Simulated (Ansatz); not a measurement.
# C3H7Cl3Si: basis-set convergence

How large a basis does C3H7Cl3Si need? Two functionals are run in growing sets.

Method: one geometry, several basis sets; program: Ansatz 0.2.0, Gaussian basis.

The runs, in order: PBE0-D4/def2-SVP; ωB97M-V/def2-SVP; PBE0-D4/def2-QZVPP; ωB97M-V/def2-QZVPP; the functionals' def2-TZVPP values are taken from earlier runs.

## Step 1: The relaxed structure

All runs share one geometry, relaxed beforehand with PBE0-D4/def2-TZVP.

SMILES `CC(C)[Si](Cl)(Cl)Cl`, 14 atoms, charge 0, spin multiplicity 1.

Atoms are counted from 1 here; the program's logs count them from 0.

Bond lengths: C1–C2 1.527 Å, C1–H8 1.094 Å, C1–H9 1.093 Å, C1–H10 1.092 Å, C2–C3 1.527 Å, C2–Si4 1.862 Å, C2–H11 1.098 Å, C3–H12 1.094 Å, C3–H13 1.092 Å, C3–H14 1.093 Å, Si4–Cl5 2.041 Å, Si4–Cl6 2.042 Å, Si4–Cl7 2.041 Å. Angles: C2–C1–H8 110.0°, C2–C1–H9 111.1°, C2–C1–H10 112.2°, H8–C1–H9 107.5°, H8–C1–H10 107.9°, H9–C1–H10 108.0°, C1–C2–C3 111.8°, C1–C2–Si4 111.4°, C1–C2–H11 108.9°, C3–C2–Si4 111.4°, C3–C2–H11 108.9°, Si4–C2–H11 104.1°, C2–C3–H12 110.0°, C2–C3–H13 112.2°, C2–C3–H14 111.1°, H12–C3–H13 107.9°, H12–C3–H14 107.5°, H13–C3–H14 108.0° and more.

## Step 2: PBE0-D4 in def2-SVP

Contents of in.yaml:

```yaml
crystal:
  periodic: [false, false, false]
  atoms:
    - {symbol: C, position_ang: [-1.136360, -0.537882, 0.902514]}
    - {symbol: C, position_ang: [-0.096150, -0.406294, -0.207642]}
    - {symbol: C, position_ang: [1.300837, -0.787598, 0.276901]}
    - {symbol: Si, position_ang: [-0.114306, 1.297314, -0.958262]}
    - {symbol: Cl, position_ang: [1.215073, 1.426727, -2.502185]}
    - {symbol: Cl, position_ang: [0.386855, 2.706496, 0.432563]}
    - {symbol: Cl, position_ang: [-1.966642, 1.752512, -1.685823]}
    - {symbol: H, position_ang: [-1.142764, -1.560845, 1.288889]}
    - {symbol: H, position_ang: [-0.905756, 0.128347, 1.737859]}
    - {symbol: H, position_ang: [-2.143982, -0.304630, 0.553401]}
    - {symbol: H, position_ang: [-0.377162, -1.067790, -1.038291]}
    - {symbol: H, position_ang: [1.295929, -1.810782, 0.662713]}
    - {symbol: H, position_ang: [2.043398, -0.733458, -0.521387]}
    - {symbol: H, position_ang: [1.628129, -0.131416, 1.087549]}
basis:
  gaussian: {orbitals: def2-SVP}
hamiltonian: {xc: pbe0, dispersion: d4}
output: {orbitals: {seedname: orbitals}}
```

Command:

```bash
$ ansatz run in.yaml --threads 2 --pin off --events-out ev --progress --plain --max-ram 32768MiB --backend cpu
```

Further steps of the session: ωB97M-V in def2-SVP; PBE0-D4 in def2-QZVPP; ωB97M-V in def2-QZVPP.

Q: Predict the results of all the runs planned. Wanted: PBE0-D4: double and triple zeta above quadruple; ωB97M-V: double and triple zeta above quadruple.

**Answer**, as computed:

| quantity | value |
| --- | --- |
| PBE0-D4: double and triple zeta above quadruple | 20.84, 1.54 eV |
| ωB97M-V: double and triple zeta above quadruple | 20.83, 1.47 eV |

In words: PBE0-D4 gains 19.30 eV from double to triple zeta, then 1.54 eV more. Total energies overstate the basis error of differences, where much of it tends to cancel. The LUMO of ωB97M-V is positive and keeps falling with the basis (2.93 to 1.60 eV): an unbound level that the basis holds in place.
